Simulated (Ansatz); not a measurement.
# C2H6FNSi: the cost of one run

The runs use Ansatz 0.2.0, Gaussian basis; the settings change from run to run.

## 1. The molecule

An earlier PBE0-D4 in a triple-zeta def2 set relaxation fixed the geometry.

SMILES `N/C=C(\F)[SiH3]`, 11 atoms, charge 0, spin multiplicity 1.

Atoms are counted from 1 here; the program's logs count them from 0.

Bond lengths: N1–C2 1.369 Å, N1–H6 1.007 Å, N1–H7 1.004 Å, C2–C3 1.339 Å, C2–H8 1.083 Å, C3–F4 1.371 Å, C3–Si5 1.849 Å, Si5–H9 1.487 Å, Si5–H10 1.488 Å, Si5–H11 1.488 Å. Angles: C2–N1–H6 116.0°, C2–N1–H7 117.1°, H6–N1–H7 114.5°, N1–C2–C3 125.3°, N1–C2–H8 116.4°, C3–C2–H8 118.2°, C2–C3–F4 116.5°, C2–C3–Si5 126.3°, F4–C3–Si5 117.2°, C3–Si5–H9 106.6°, C3–Si5–H10 111.9°, C3–Si5–H11 111.4°, H9–Si5–H10 109.6°, H9–Si5–H11 109.7°, H10–Si5–H11 107.6°.

## 2. PBE-QIDH/pcseg-2

Options: multiplicity 3, atoms shaken by 0.03 Å.

File in.yaml:

```yaml
crystal:
  periodic: [false, false, false]
  atoms:
    - {symbol: N, position_ang: [-1.604594, 1.584853, -0.240953]}
    - {symbol: C, position_ang: [-0.935423, 0.346515, -0.240652]}
    - {symbol: C, position_ang: [0.439558, 0.126261, 0.055531]}
    - {symbol: F, position_ang: [1.104614, 1.378720, 0.390532]}
    - {symbol: Si, position_ang: [1.347440, -1.384426, 0.092048]}
    - {symbol: H, position_ang: [-1.111922, 2.347225, 0.203609]}
    - {symbol: H, position_ang: [-2.545245, 1.547662, -0.061074]}
    - {symbol: H, position_ang: [-1.471078, -0.465460, -0.438545]}
    - {symbol: H, position_ang: [0.324095, -2.416124, -0.350055]}
    - {symbol: H, position_ang: [2.444071, -1.374551, -0.955823]}
    - {symbol: H, position_ang: [1.898735, -1.655013, 1.375301]}
basis:
  gaussian: {orbitals: pcseg-2}
magnetization: {spin_polarized: true, initial_magnetization: 2}
hamiltonian: {xc: {name: PBE-QIDH}}
output: {forces: true}
```

Started as:

```console
ansatz run in.yaml --threads 4 --pin off --events-out ev --progress --plain --max-ram 10444MiB
```

What time and memory should one allow on 4 threads of Arm Neoverse V2, shared host?

About 22 s, with a peak of 1.2 GiB.
